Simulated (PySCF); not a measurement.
# GaHCl (SMILES [Cl][GaH]) at UB3LYP/STO-3G

Aim: the energy change on altering one bond length of GaHCl at UB3LYP/STO-3G, from 2 runs. The job is set up through a Python script.

Program for the calculation: PySCF 2.14.0.

31 further runs of the same task are left out: 16 that didn't finish, 15 set aside as unsound or not needed.

### 1 Starting point

The species is GaHCl (3 atoms), meant as a doublet with charge 0. SMILES: `[Cl][GaH]`. Geometry: relaxed at PBE0-D4/def2-TZVP.

Bond lengths: Cl1–Ga2 2.168 Å, Ga2–H3 1.604 Å. Angles: Cl1–Ga2–H3 115.5°.

### 2 A single-point energy at UB3LYP/STO-3G

start.xyz reads:

```xyz
3
ClGaH
Cl     1.530700    -0.191300     0.805700
Ga    -0.331100    -0.583500    -0.232800
H     -1.210500     0.710000    -0.586300
```

calc.py reads:

```python
from pyscf import gto, dft

mol = gto.M(
    atom='start.xyz',
    verbose=3,
    charge=0,
    basis='sto-3g',
    max_memory=1860,
    spin=1,
)

mf = dft.UKS(mol)
mf.xc = 'b3lyp'
mf.grids.level = 5
mf.conv_tol = 1e-10
mf.kernel()
if not mf.converged:
    mf = mf.newton().run(mf.mo_coeff, mf.mo_occ)

etot = mf.e_tot
print('Final energy', etot)
```

Launch:

```
$ OMP_NUM_THREADS=1 python calc.py
```

The log of the run:

```text
WARN: HOMO -0.425550119869089 >= LUMO -0.425550119869085

converged SCF energy = -2358.01859156342  <S^2> = 0.75257756  2S+1 = 2.0025759
Final energy -2358.0185915634206
```

Run time: 15 s. Hardware: 1 thread of Intel Xeon Platinum 8259CL at 2.50GHz (Skylake/Cascade Lake), shared host; peak memory 0.23 GiB.

### 3 The distorted shape at the same level

calc.py reads:

```python
from pyscf import gto, dft

mol = gto.M(
    atom='''
Cl     3.596342    -0.213257     1.915092
Ga    -0.625688    -1.102655    -0.439928
H     -2.287513     1.341706    -1.107946
''',
    spin=1,
    verbose=3,
    basis='sto-3g',
    unit='bohr',
    max_memory=1860,
)

calc0 = dft.UKS(mol)
calc0.xc = 'b3lyp'
calc0.grids.level = 5
calc0.conv_tol = 1e-10
calc0.kernel()
if not calc0.converged:
    calc0 = calc0.newton().run(calc0.mo_coeff, calc0.mo_occ)

e_tot = calc0.e_tot
print(f'total energy: {e_tot:.8f} hartree')
```

Launch:

```
$ OMP_NUM_THREADS=1 python calc.py
```

The log of the run:

```text
WARN: HOMO -0.444841623845601 >= LUMO -0.444841623845602

converged SCF energy = -2357.98312145008  <S^2> = 0.75258488  2S+1 = 2.0025832
total energy: -2357.98312145 hartree
```

Run time: 16 s. Hardware: 1 thread of Intel Xeon Platinum 8259CL at 2.50GHz (Skylake/Cascade Lake), shared host; peak memory 0.23 GiB.

### 4 Results

At UB3LYP/STO-3G:

```
                                                           quantity           value
                                          first shape: total energy  -2358.01859 Eh
                                         first shape: dipole moment          1.52 D
                    first shape: HOMO energy (highest over α and β)        -4.51 eV
                     first shape: LUMO energy (lowest over α and β)        -1.34 eV
                                                  first shape: ⟨S²⟩           0.753
                                      distorted shape: total energy  -2357.98312 Eh
                                     distorted shape: dipole moment          2.93 D
                distorted shape: HOMO energy (highest over α and β)        -5.10 eV
                 distorted shape: LUMO energy (lowest over α and β)        -2.03 eV
                                              distorted shape: ⟨S²⟩           0.753
energy change with the Cl1–Ga2 bond stretched from 2.168 to 2.601 Å        0.965 eV
```

What this shows: With the Cl1–Ga2 bond stretched from 2.168 to 2.601 Å the energy rises by 0.97 eV (93.1 kJ/mol). The first shape isn't relaxed at this level, so the change isn't measured from a minimum. The minimal basis adds a large error of its own. Mulliken charges (distorted shape) run from -0.28 on Cl1 to +0.34 on Ga2.
